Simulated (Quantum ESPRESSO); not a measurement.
**HgS3 in Quantum ESPRESSO: the effect of functional**

HgS3:

```xyz
4
Lattice="0.0000 3.3257 3.3257 3.3257 0.0000 3.3257 3.3257 3.3257 0.0000" Properties=species:S:1:pos:R:3 pbc="T T T"
Hg    0.0000    0.0000    0.0000
S     4.9885    4.9885    4.9885
S     3.3257    3.3257    3.3257
S     1.6628    1.6628    1.6628
```

The cell was built by a generator and needn't be a form met in nature.

Alike in all runs:

- Program: Quantum ESPRESSO 7.5
- Task: phonons
- k mesh: 2 × 2 × 2, shifted
- Occupations: fermi-dirac, width 0.05 eV
- Spin: no spin polarisation

Each run relaxes the cell or the atoms first.

| functional | potentials or basis | cutoff | relaxed volume (Å³/atom) | highest phonon frequency (cm⁻¹) |
| --- | --- | --- | --- | --- |
| LDA | PseudoDojo 0.4.1 SR LDA standard | 816 eV | 17.08 | 130 |
| PBEsol | PseudoDojo 0.4.1 SR PBEsol standard | 898 eV | 17.49 | 125 |
| RPBE | PseudoDojo 0.4.1 SR PBE standard | 898 eV | 19.40 | 100 |
| AM05 | PseudoDojo 0.4.1 SR PBE standard | 898 eV | 17.48 | 124 |
| PW91 | PseudoDojo 0.4.1 SR PBE standard | 898 eV | ? | ? |
| vdW-DF-cx | PseudoDojo 0.4.1 SR PBE standard | 898 eV | 17.90 | 126 |

**Question.** What does the run with functional PW91 give?

**Answer.** Relaxed volume 18.78 Å³/atom; highest phonon frequency 110 cm⁻¹.

Caveats: all runs use coarse meshes; the mesh is thin for the phonons of a metal; some modes are imaginary; the potentials were made for another functional, which shifts forces and pressure (some runs).

Runs at the PBE level aren't shown here.
